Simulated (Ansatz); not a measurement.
# F₂H₂HfSe₂: ionisation energy by level of theory

The task here is to estimate one member of a computed series from the others.

The runs use Ansatz 0.2.0, Gaussian basis; unrestricted cation, the program's frozen cores in correlated methods.

Plan: UKS PBE-D4/def2-TZVPP; UKS r2SCAN-D4/def2-TZVPP; UKS PBE0-D4/def2-TZVPP; UKS B3LYP-D4/def2-TZVPP; UKS wB97X-V/def2-TZVPP; UKS wB97M-V/def2-TZVPP; UKS B2PLYP/def2-TZVPP; UHF-CCSD(T)/def2-TZVPP; UHF-MP2/def2-QZVPP; extrapolation to the limit; then −ε(HOMO) from the neutral's earlier runs with LDA (SPW92), PBE-D4, revPBE-D4, BLYP-D4, r2SCAN-D4, B97M-V, PBE0-D4, B3LYP-D4, r2SCANh-D4, r2SCAN0-D4, HSE06-D4, BHLYP-D4, CAM-B3LYP-D4, LC-ωPBE, ωB97X-V, ωB97M-V.

### The relaxed structure

An earlier PBE0-D4 in a triple-zeta def2 set relaxation fixed the geometry. Hf takes the def2 core potential; no spin-orbit term is included.

7 atoms, charge 0, spin multiplicity 1.

Atoms are counted from 1 here; the program's logs count them from 0.

Bond lengths: F1–Hf2 1.889 Å, Hf2–F3 1.891 Å, Hf2–Se4 2.563 Å, Hf2–Se5 2.572 Å, Se4–H6 1.475 Å, Se5–H7 1.475 Å. Angles: F1–Hf2–F3 110.9°, F1–Hf2–Se4 107.7°, F1–Hf2–Se5 111.2°, F3–Hf2–Se4 112.3°, F3–Hf2–Se5 108.2°, Se4–Hf2–Se5 106.5°, Hf2–Se4–H6 87.1°, Hf2–Se5–H7 88.9°.

The first run:

File in.yaml:

```yaml
crystal:
  periodic: [false, false, false]
  atoms:
    - {symbol: F, position_ang: [0.508313, -2.287449, -0.512175]}
    - {symbol: Hf, position_ang: [0.139181, -0.533564, 0.085392]}
    - {symbol: F, position_ang: [1.183335, -0.103772, 1.601671]}
    - {symbol: Se, position_ang: [-2.374679, -0.385714, 0.563279]}
    - {symbol: Se, position_ang: [0.637017, 1.197405, -1.750573]}
    - {symbol: H, position_ang: [-2.084023, 0.856850, 1.302431]}
    - {symbol: H, position_ang: [2.052055, 1.188345, -1.335626]}
basis:
  gaussian: {orbitals: def2-TZVPP}
total_charge: 1
magnetization: {spin_polarized: true, initial_magnetization: 1}
hamiltonian: {xc: pbe, dispersion: d4}
```

Launch:

```console
$ ansatz run in.yaml --threads 2 --pin off --events-out ev --progress --plain --max-ram 32768MiB --backend cpu
```

Steps of the session up to this table: Cation, UKS PBE-D4/def2-TZVPP; Cation, UKS r2SCAN-D4/def2-TZVPP; Cation, UKS PBE0-D4/def2-TZVPP; Cation, UKS B3LYP-D4/def2-TZVPP; Cation, UKS wB97X-V/def2-TZVPP; Cation, UKS wB97M-V/def2-TZVPP; Cation, UKS B2PLYP (frozen core)/def2-TZVPP; Cation, UHF-CCSD(T)/def2-TZVPP; Cation, UHF-MP2/def2-QZVPP.

One table of the session follows, with a row left open; its other results are not shown here.

It belongs to the step «Ionisation energies side by side». Orbital estimates, from the neutral's runs:

```
  functional  −ε(HOMO) (eV)
 LDA (SPW92)           6.56
      PBE-D4              ?
   revPBE-D4           6.31
     BLYP-D4           6.20
   r2SCAN-D4           6.68
      B97M-V           6.69
     PBE0-D4           7.52
    B3LYP-D4           7.28
  r2SCANh-D4           7.10
  r2SCAN0-D4           7.73
    HSE06-D4           7.13
    BHLYP-D4           8.50
CAM-B3LYP-D4           8.77
     LC-ωPBE          10.11
     ωB97X-V           9.77
     ωB97M-V           9.63
```

**Question.** Estimate the row for PBE-D4.

**Answer.** −ε(HOMO) (eV): 6.38. In the column «−ε(HOMO) (eV)» it lies between revPBE-D4 (6.31) and LDA (SPW92) (6.56).
